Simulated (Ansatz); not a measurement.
# CsRe (P1) in Ansatz: convergence with k mesh

Aim: find how far k mesh must go before the results for CsRe settle, at PBE. This setting moves, with any that are tied to it; all else stays.

Everything below comes from runs of Ansatz 0.2.0. Logs are shortened: lines on timing, memory, paths and dates and some standing lists are left out, and cuts for length are marked.

## Step 1: The cell of the first run

The typed cell holds 2 atoms: a = 3.689 Å, b = 3.689 Å, c = 5.631 Å, α = 90.00°, β = 90.00°, γ = 120.00°.

The cell was built by a generator and needn't be a form met in nature.

The cell isn't the ideal one: atoms moved at random, drawn with an rms of 0.05 Å.

## Step 2: With k mesh 3 × 3 × 2

input.yaml reads:

```yaml
crystal:
  lattice:
    - [3.68935397, 0.0, 0.0]
    - [-1.84467698, 3.19507426, 0.0]
    - [0.0, 0.0, 5.63144272]
  atoms:
    - { symbol: Cs, position: [0.002822, 0.017732, 0.494462] }
    - { symbol: Re, position: [0.010015, 0.015948, 0.000211] }
hamiltonian:
  xc: pbe
  pseudopotentials: { kind: paw }
kpoints:
  mp_grid: { grid: [3, 3, 2] }
scf:
  occupations: { method: fermi_dirac, width: 0.1 }
output:
  forces: true
  stress: true
  eigenvalues: true
```

Potentials or basis: Ansatz PAW.

Started as:

```bash
$ ansatz run input.yaml --threads 2 --pin off --max-ram 5632MiB --backend cpu --events-out ev --progress --plain --runs-dir out
```

Standard output:

```text
Warning: RAYON_NUM_THREADS=2 ignored (pool sized by the plan → 2); use --threads N
Engine: ansatz 0.2.0, aarch64-unknown-linux-gnu
Pseudopotentials: kind: paw
Pseudopotential: Cs, paw, valence charge 9, recommended cutoff 420 eV (normal), Cs.paw.azcp
Pseudopotential: Re, paw, valence charge 15, recommended cutoff 420 eV (normal), Re.paw.azcp
Functional definition: PBE
  parameter kappa = 0.804
  parameter beta = 0.06672455060314922
  exchange = pbe_x(kappa = kappa, mu = beta*pi^2/3)
  correlation = pbe_c(beta = beta)
Crystal: 2 atoms, lattice volume = 66.382 Å³
Basis set: ecut = 420 eV, 1303 PW (Γ), exchange–correlation on 50×50×80 points (8 copies of the dense FFT grid, shifted against one another)
Bands: 16, of which v1, the nominal top of the filled ones, is band 12 counted from 1 (11 counted from 0)
Symmetry: 1 space group operations
Space group: P1 (ITA 1), of the structure as read, at distance tolerance 4.0e-5 Å
k-points: 10 of 18 (time reversal used)
Non-local potential: Cs, projectors of the file, l = 0: 3, l = 1: 2, l = 2: 2, l = 3: 2
Non-local potential: Re, projectors of the file, l = 0: 3, l = 1: 2, l = 2: 2, l = 3: 1
PAW form: soft (Blöchl's): semilocal exchange-correlation on the pseudo side does not see the compensation charge
PAW one-centre angular grid: Cs, 194 points (default); XC on 64 Gauss nodes
PAW one-centre angular grid: Re, 590 points (default); XC on 64 Gauss nodes
Initial density: superposition of atomic densities (neutral atoms: chi_scale 0, normalization atom), corrected by the library's trained network
Initial wavefunctions: pseudopotential atomic-orbital guess
Functional: x = pbe(κ = 0.804, μ = 0.2195149727645171), c = pbe(β = 0.06672455060314922)
SCF iter   1: F=—  HF=-16533.025741 eV  |F-HF|=—  |Δ(HF+E_count)|=         —  Δρ=2.42e-2  dr2=9.57e-1  ethr=1.77e-3  ⟨swp⟩=5.8  Hψ=853  notcnv=0
preconditioner: auto → Kerker (q_TF=auto, 2.303 Å⁻¹)  [metal: Δε(μ)=0.047 eV  Ē_g=6.994 eV  σ=0.100 eV  W_gap=0.12  n_scr=22 (ndim 8)  ℏωp=17.1 eV  f_vac=0.000  D(μ)=3.95/eV (n_scr^D=34)]
SCF iter   2: F=—  HF=-16532.918623 eV  |F-HF|=—  |Δ(HF+E_count)|=   1.07e-1  Δρ=1.36e-2  dr2=3.31e-1  ethr=1.77e-3  ⟨swp⟩=1.8  Hψ=248  notcnv=0
preconditioner: auto → Resta (q_TF=auto, 2.303 Å⁻¹)  ε∞=7.1  [insulator: Δε(μ)=0.260 eV  Ē_g=6.909 eV  σ=0.100 eV  W_gap=0.51  n_scr=22 (ndim 8)  ℏωp=17.1 eV  f_vac=0.000  D(μ)=3.78/eV (n_scr^D=34)  ε∞_Penn≈7.1]
SCF iter   3: F=—  HF=-16532.856769 eV  |F-HF|=—  |Δ(HF+E_count)|=   6.19e-2  Δρ=2.20e-3  dr2=1.69e-2  ethr=1.38e-3  ⟨swp⟩=2.0  Hψ=221  notcnv=0
SCF iter   4: F=—  HF=-16532.851794 eV  |F-HF|=—  |Δ(HF+E_count)|=   4.98e-3  Δρ=7.28e-4  dr2=4.75e-4  ethr=7.04e-5  ⟨swp⟩=2.0  Hψ=207  notcnv=0
SCF iter   5: F=—  HF=-16532.851864 eV  |F-HF|=—  |Δ(HF+E_count)|=   7.01e-5  Δρ=3.12e-4  dr2=6.83e-5  ethr=1.98e-6  ⟨swp⟩=2.4  Hψ=228  notcnv=0
SCF iter   6: F=—  HF=-16532.851888 eV  |F-HF|=—  |Δ(HF+E_count)|=   2.42e-5  Δρ=8.94e-5  dr2=5.53e-6  ethr=2.85e-7  ⟨swp⟩=2.8  Hψ=273  notcnv=0
SCF iter   7: F=—  HF=-16532.851891 eV  |F-HF|=—  |Δ(HF+E_count)|=   3.12e-6  Δρ=3.12e-5  dr2=4.52e-7  ethr=2.31e-8  ⟨swp⟩=2.0  Hψ=240  notcnv=0
SCF iter   8: F=-16532.851891 eV  HF=-16532.851891 eV  |F-HF|=9.71e-10  |Δ(HF+E_count)|=   5.67e-9  Δρ=8.80e-6  dr2=3.50e-8  ethr=4.17e-10  ⟨swp⟩=6.5  Hψ=711  notcnv=0
SCF 1 converged in 8 iterations: F = -16532.851891 eV  dr2 = 3.50e-8
SCF converged after 8 iterations
Free energy (F): -16532.851891 eV
Harris-Foulkes:  -16532.851891 eV  (|F-HF|=9.71e-10)
Internal energy: -16532.727878 eV  (E = F + TS)
E sigma→0 (E₀):  -16532.789885 eV
Entropy (-TS):   -0.124013 eV (-62.007 meV/atom)
Fermi energy:    9.497110 eV
--- Per-component energies (eV) ---
  E_band       = -290.951629
  E_kinetic    = 674.098963
  E_local      = -1774.738683  (includes V_loc(G=0)·N_el)
  E_nonlocal   = 85.552467
  E_hartree    = 655.645845
  E_xc         = -571.712698
  E_vxc        = -422.383710  (∫ρ·V_xc dr)
  E_paw        = -13726.940240  (= ΣΔE_a)
  E_vpaw       = -164.771652  (= ΣTr[D̂ρ^β])
  E_aug_tail   = -0.000076  (compensation charges beyond the density's cutoff)
  E_ewald      = -1874.633457
  E_smearing   = -0.124013  (= −TS)
  E_closure    = 0.000000  (closes the sum)
  Σ components = -16532.851891   (vs F -16532.851891, Δ=0.00e0)
--- Forces (eV/Å), atoms counted from 1 ---
  atom   1  Cs     0.06332984    -0.01210286     0.20977222
  atom   2  Re    -0.06333082     0.01210287    -0.20977915
  max |Σ_I F_I| component: 6.93e-6 eV/Å
--- Stress (GPa, compression-positive) ---
      -12.266245       0.000982      -0.016909
        0.000982     -12.261208       0.003233
       -0.016911       0.003234      -4.300312
  P = ⅓ Tr σ = -9.6093 GPa (-96.093 kbar)
--- Band table (eV; the first three rows and the last of 10) ---
  k-point 0: bands = ["-69.9631", "-31.8631", "-31.7945", "-31.7941", "-13.5633", "-0.5895", "1.0348", "1.0350", "5.7262", "8.1499", "9.3555", "9.3555", "9.4598", "9.4602", "11.4807", "13.8716"]
  k-point 1: bands = ["-69.9631", "-31.8636", "-31.7944", "-31.7941", "-13.5078", "-1.3042", "0.9928", "0.9928", "6.4962", "9.3861", "9.3861", "9.8985", "9.9034", "10.2804", "11.3913", "12.1958"]
  k-point 2: bands = ["-69.9625", "-31.8605", "-31.8180", "-31.8003", "-13.2551", "-0.9029", "-0.2175", "0.5879", "7.3313", "8.0050", "8.3675", "9.2019", "9.3732", "10.3510", "11.7642", "14.5492"]
  k-point 9: bands = ["-69.9625", "-31.8609", "-31.8177", "-31.8006", "-13.1992", "-0.9353", "-0.9148", "0.5471", "7.7381", "8.9310", "9.0275", "9.7271", "10.3457", "11.2390", "11.3211", "12.9542"]
```

It took 0.78 s on 2 threads of Arm Neoverse V2, shared host; peak memory 0.3 GiB.

What came out:

| Property | Result |
| --- | --- |
| Free energy | -16532.8519 eV |
| Pressure | -9.6 GPa |
| Largest force | 0.219 eV/Å |
| Band gap on the k mesh | none (metal or under the smearing width) |

## Step 3: With k mesh 4 × 4 × 3

Edit input.yaml of step 2 so:

```diff
@@ -12,3 +12,3 @@
 kpoints:
-  mp_grid: { grid: [3, 3, 2] }
+  mp_grid: { grid: [4, 4, 3] }
 scf:
```

Potentials or basis: Ansatz PAW.

Started as:

```bash
$ ansatz run input.yaml --threads 2 --pin off --max-ram 5632MiB --backend cpu --events-out ev --progress --plain --runs-dir out
```

It took 1.4 s on 2 threads of Arm Neoverse V2, shared host; peak memory 0.33 GiB.

Results:

| Quantity | Value |
| --- | --- |
| Free energy | -16532.5863 eV |
| Pressure | -9.1 GPa |
| Largest force | 0.142 eV/Å |
| Band gap on the k mesh | none (metal or under the smearing width) |

## Step 4: With k mesh 5 × 5 × 3

Edit input.yaml of step 3 so:

```diff
@@ -12,3 +12,3 @@
 kpoints:
-  mp_grid: { grid: [4, 4, 3] }
+  mp_grid: { grid: [5, 5, 3] }
 scf:
```

Started as:

```bash
$ ansatz run input.yaml --threads 2 --pin off --max-ram 5632MiB --backend cpu --events-out ev --progress --plain --runs-dir out
```

Run time: 2 s. Hardware: 2 threads of Arm Neoverse V2, shared host; peak memory 0.35 GiB.

Results:

```yaml
Free_energy: -16532.4835 eV
Pressure: -9.1 GPa
Largest_force: 0.154 eV/Å
Band_gap_on_the_k_mesh: none (metal or under the smearing width)
```

## Step 5: With k mesh 6 × 6 × 4

Edit input.yaml of step 4 so:

```diff
@@ -12,3 +12,3 @@
 kpoints:
-  mp_grid: { grid: [5, 5, 3] }
+  mp_grid: { grid: [6, 6, 4] }
 scf:
```

Started as:

```bash
$ ansatz run input.yaml --threads 2 --pin off --max-ram 5632MiB --backend cpu --events-out ev --progress --plain --runs-dir out
```

Wall time 3.5 s (2 threads of Arm Neoverse V2, shared host); peak memory 0.39 GiB.

What came out:

```yaml
Free_energy: -16532.4675 eV
Pressure: -7.2 GPa
Largest_force: 0.197 eV/Å
Band_gap_on_the_k_mesh: none (metal or under the smearing width)
```

## Step 6: With k mesh 8 × 8 × 4

Edit input.yaml of step 5 so:

```diff
@@ -12,3 +12,3 @@
 kpoints:
-  mp_grid: { grid: [6, 6, 4] }
+  mp_grid: { grid: [8, 8, 4] }
 scf:
```

Potentials or basis: Ansatz PAW.

Started as:

```bash
$ ansatz run input.yaml --threads 2 --pin off --max-ram 5632MiB --backend cpu --events-out ev --progress --plain --runs-dir out
```

It took 6.1 s on 2 threads of Arm Neoverse V2, shared host; peak memory 0.44 GiB.

It converged, with:

```yaml
Free_energy: -16532.4783 eV
Pressure: -7.2 GPa
Largest_force: 0.195 eV/Å
Band_gap_on_the_k_mesh: none (metal or under the smearing width)
```

## Step 7: With k mesh 9 × 9 × 6

Edit input.yaml of step 6 so:

```diff
@@ -12,3 +12,3 @@
 kpoints:
-  mp_grid: { grid: [8, 8, 4] }
+  mp_grid: { grid: [9, 9, 6] }
 scf:
```

Started as:

```bash
$ ansatz run input.yaml --threads 2 --pin off --max-ram 5632MiB --backend cpu --events-out ev --progress --plain --runs-dir out
```

It took 11 s on 2 threads of Arm Neoverse V2, shared host; peak memory 0.54 GiB.

Results (log left out):

```
Free energy            : -16532.5982 eV
Pressure               : -8.1 GPa
Largest force          : 0.190 eV/Å
Band gap on the k mesh : none (metal or under the smearing width)
```

## Step 8: With k mesh 11 × 11 × 7

Edit input.yaml of step 7 so:

```diff
@@ -12,3 +12,3 @@
 kpoints:
-  mp_grid: { grid: [9, 9, 6] }
+  mp_grid: { grid: [11, 11, 7] }
 scf:
```

Started as:

```bash
$ ansatz run input.yaml --threads 2 --pin off --max-ram 5632MiB --backend cpu --events-out ev --progress --plain --runs-dir out
```

It took 18 s on 2 threads of Arm Neoverse V2, shared host; peak memory 0.71 GiB.

The run converged. Its results:

* Free energy: -16532.5678 eV
* Pressure: -8.2 GPa
* Largest force: 0.177 eV/Å
* Band gap on the k mesh: none (metal or under the smearing width)

## Step 9: With k mesh 14 × 14 × 8

Edit input.yaml of step 8 so:

```diff
@@ -12,3 +12,3 @@
 kpoints:
-  mp_grid: { grid: [11, 11, 7] }
+  mp_grid: { grid: [14, 14, 8] }
 scf:
```

Potentials or basis: Ansatz PAW.

Started as:

```bash
$ ansatz run input.yaml --threads 2 --pin off --max-ram 5632MiB --backend cpu --events-out ev --progress --plain --runs-dir out
```

It took 35 s on 2 threads of Arm Neoverse V2, shared host; peak memory 1.1 GiB.

It converged, with:

| Property | Result |
| --- | --- |
| Free energy | -16532.5621 eV |
| Pressure | -7.8 GPa |
| Largest force | 0.190 eV/Å |
| Band gap on the k mesh | none (metal or under the smearing width) |

## Step 10: The series at a glance

| k mesh | energy less the tightest run, at zero smearing (meV/atom) | pressure (GPa) | largest force (eV/Å) | SCF cycles | CPU time (s) | peak memory (GiB) |
| --- | --- | --- | --- | --- | --- | --- |
| 3 × 3 × 2 | -155.18 | -9.61 | 0.219 | 8 | 1.4 | 0.3 |
| 4 × 4 × 3 | -26.94 | -9.14 | 0.142 | 8 | 2.6 | 0.33 |
| 5 × 5 × 3 | 34.79 | -9.09 | 0.154 | 9 | 3.8 | 0.35 |
| 6 × 6 × 4 | 58.17 | -7.18 | 0.197 | 9 | 6.9 | 0.39 |
| 8 × 8 × 4 | 49.35 | -7.21 | 0.195 | 9 | 12 | 0.44 |
| 9 × 9 × 6 | -24.80 | -8.13 | 0.190 | 8 | 21 | 0.54 |
| 11 × 11 × 7 | -6.80 | -8.23 | 0.177 | 8 | 36 | 0.71 |
| 14 × 14 × 8 | 0.00 | -7.76 | 0.190 | 8 | 70 | 1.1 |

Not settled before the last step: the energy (to 1 meV/atom), the pressure (to 0.1 GPa), the largest force (to 0.005 eV/Å). Meshes of other sizes hit other points, so gaps and Fermi surfaces needn't settle smoothly. The tightest run that finished is the yardstick and may itself not be fully converged.
